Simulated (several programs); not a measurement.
## LuAlN2 (ordering on rocksalt): methods side by side

LuAlN2 as one 4-atom ordering (R-3m) on the rocksalt lattice, relaxed with r2SCAN in Ansatz, was computed with several methods. It is trigonal, R-3m (No. 166); conventional cell a = 3.140 Å, c = 15.186 Å, 10.81 Å³ an atom. Al has 6 N at 2.13 Å; Lu has 6 N at 2.30 Å; N has 3 Al at 2.13 Å and 3 Lu at 2.30 Å. These are computed values for a spin-unpolarised cell that may be hypothetical; none is a measurement.

```cif
data_structure
_symmetry_space_group_name_H-M 'R-3m:H'
_symmetry_Int_Tables_number 166
_cell_length_a 3.1400
_cell_length_b 3.1400
_cell_length_c 15.1860
_cell_angle_alpha 90.000
_cell_angle_beta 90.000
_cell_angle_gamma 120.000
_cell_volume 129.67
loop_
_atom_site_label
_atom_site_type_symbol
_atom_site_symmetry_multiplicity
_atom_site_Wyckoff_symbol
_atom_site_fract_x
_atom_site_fract_y
_atom_site_fract_z
_atom_site_occupancy
Al1 Al 3 a 0.00000 0.00000 0.00000 1
Lu1 Lu 3 b 0.33333 0.66667 0.16667 1
N1 N 6 c 0.00000 0.00000 0.25952 1
```

Gaps and times are for a single point on this cell; volume and bulk modulus come from each method's own relaxation or energy curve at fixed shape, which is too stiff where a cell has free coordinates or axes. Times are rough, from shared hosts (Arm Neoverse V2), and each method has its own mesh and cell size. A double dagger marks a value from a curve with shape and coordinates held. Gaps from k meshes are read at a limited set of points (mesh, symmetry points, PBE's band edges), so each method's own least gap may be somewhat smaller. Times of the plane-wave ladder aren't listed, since it ran on unlike processors and cards. d marks a direct gap, i an indirect one (no mark: not told apart), a dash a value that wasn't computed or didn't pass its checks.

| method | kind | gap (eV) | own volume (Å³/atom) | bulk modulus (GPa) | atoms computed | processor time |
| --- | --- | --- | --- | --- | --- | --- |
| light PBE (260 eV and a coarse mesh) | light plane-wave | 0.58 i | – | – | 4 | 1 s |
| PBE | semilocal | 0.62 i | 11.03 | 201‡ | 4 | – |
| r2SCAN | semilocal | 1.04 i | 10.81 | 220‡ | 4 | – |
| PBE+SOC | semilocal | 0.60 i | – | – | 4 | – |
| HSE06 | hybrid | 1.75 i | – | – | 4 | – |
| PBE0 | hybrid | 2.44 i | – | – | 4 | – |

Against HSE06 (1.75 eV) and with closed or daggered gaps left aside, the nearest gap at the points sampled is that of PBE0 (+0.69 eV) and the farthest that of light PBE (260 eV and a coarse mesh) (-1.17 eV). HSE06 is only a yardstick of convenience, and nearness to it can be luck.

Runs without a result: GLLB-SC (GPAW) (single point), PBE/single zeta (GPAW) (single point).

Only the rows marked +SOC include spin-orbit coupling.
